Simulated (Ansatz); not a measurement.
# CH3BOS: vertical ionisation energy

How much energy removes an electron from CH3BOS at fixed geometry? The cation is run at each level and the neutral's energy taken from earlier runs.

Program: Ansatz 0.2.0, Gaussian basis. Level of theory: unrestricted cation, the program's frozen cores in correlated methods. These are calculated values, not measurements.

Levels to be run: UKS PBE-D4/def2-TZVPP; UKS r2SCAN-D4/def2-TZVPP; UKS PBE0-D4/def2-TZVPP; UKS B3LYP-D4/def2-TZVPP; UKS wB97X-V/def2-TZVPP; UKS wB97M-V/def2-TZVPP; UKS B2PLYP/def2-TZVPP; UHF-CCSD(T)/def2-TZVPP; UHF-MP2/def2-QZVPP; extrapolation to the limit; then −ε(HOMO) from the neutral's earlier runs with LDA (SPW92), PBE-D4, revPBE-D4, BLYP-D4, r2SCAN-D4, B97M-V, PBE0-D4, B3LYP-D4, r2SCANh-D4, r2SCAN0-D4, HSE06-D4, BHLYP-D4, CAM-B3LYP-D4, LC-ωPBE, ωB97X-V, ωB97M-V.

### Step 1. The relaxed structure

The geometry comes from an earlier relaxation with PBE0-D4 in a triple-zeta def2 set; it is a stationary point, not always the lowest conformer.

SMILES `SB1CO1`, 7 atoms, charge 0, spin multiplicity 1.

Atoms are counted from 1 here; the program's logs count them from 0.

Bond lengths: S1–B2 1.770 Å, S1–H5 1.346 Å, B2–C3 1.506 Å, B2–O4 1.337 Å, C3–O4 1.497 Å, C3–H6 1.086 Å, C3–H7 1.086 Å. Angles: B2–S1–H5 95.5°, S1–B2–C3 156.2°, S1–B2–O4 140.6°, C3–B2–O4 63.2°, B2–C3–O4 52.9°, B2–C3–H6 122.1°, B2–C3–H7 122.1°, O4–C3–H6 112.7°, O4–C3–H7 112.7°, H6–C3–H7 114.9°, B2–O4–C3 63.9°.

### Step 2. Cation, UKS PBE-D4/def2-TZVPP

Input file in.yaml:

```yaml
crystal:
  periodic: [false, false, false]
  atoms:
    - {symbol: S, position_ang: [-1.454880, 1.303999, -0.810467]}
    - {symbol: B, position_ang: [-0.241998, 0.188880, -0.163912]}
    - {symbol: C, position_ang: [0.827737, -0.284229, 0.784935]}
    - {symbol: O, position_ang: [0.290602, -1.012575, -0.408000]}
    - {symbol: H, position_ang: [-1.820247, 0.516200, -1.838750]}
    - {symbol: H, position_ang: [1.869477, 0.000238, 0.668938]}
    - {symbol: H, position_ang: [0.590610, -0.780513, 1.721456]}
basis:
  gaussian: {orbitals: def2-TZVPP}
total_charge: 1
magnetization: {spin_polarized: true, initial_magnetization: 1}
hamiltonian: {xc: pbe, dispersion: d4}
```

The run is started by

```console
$ ansatz run in.yaml --threads 2 --pin off --events-out ev --progress --plain --max-ram 4352MiB
```

After this run come: Cation, UKS r2SCAN-D4/def2-TZVPP; Cation, UKS PBE0-D4/def2-TZVPP; Cation, UKS B3LYP-D4/def2-TZVPP; Cation, UKS wB97X-V/def2-TZVPP; Cation, UKS wB97M-V/def2-TZVPP; Cation, UKS B2PLYP (frozen core)/def2-TZVPP; Cation, UHF-CCSD(T)/def2-TZVPP; Cation, UHF-MP2/def2-QZVPP.

**Question.** What will the summary of the whole plan be? Wanted: ionisation energy, CCSD(T)/CBS; nearest functional by difference; nearest −ε(HOMO); −ε(HOMO) of PBE; T1 of the cation.

As calculated:

| quantity | value |
| --- | --- |
| ionisation energy, CCSD(T)/CBS | 10.71 eV |
| nearest functional by difference | ωB97X-V (-0.09 eV) |
| nearest −ε(HOMO) | LC-ωPBE (+0.18 eV) |
| −ε(HOMO) of PBE | 6.86 eV |
| T1 of the cation | 0.038 |

**Reading.** Energy differences with functionals land within 0.59 eV of the reference. The PBE orbital energy is 3.8 eV too small: a semilocal HOMO is no ionisation energy. Among orbital estimates LC-ωPBE comes nearest. Hartree-Fock falls 1.06 eV short, as the neutral has more correlation energy than the cation. The cation's T1 (from the report) is 0.038, near the customary mark of 0.045 for open shells, so the coupled-cluster value is less safe. The cation may have settled in a state other than its lowest; no search over hole states beyond the program's own was made.
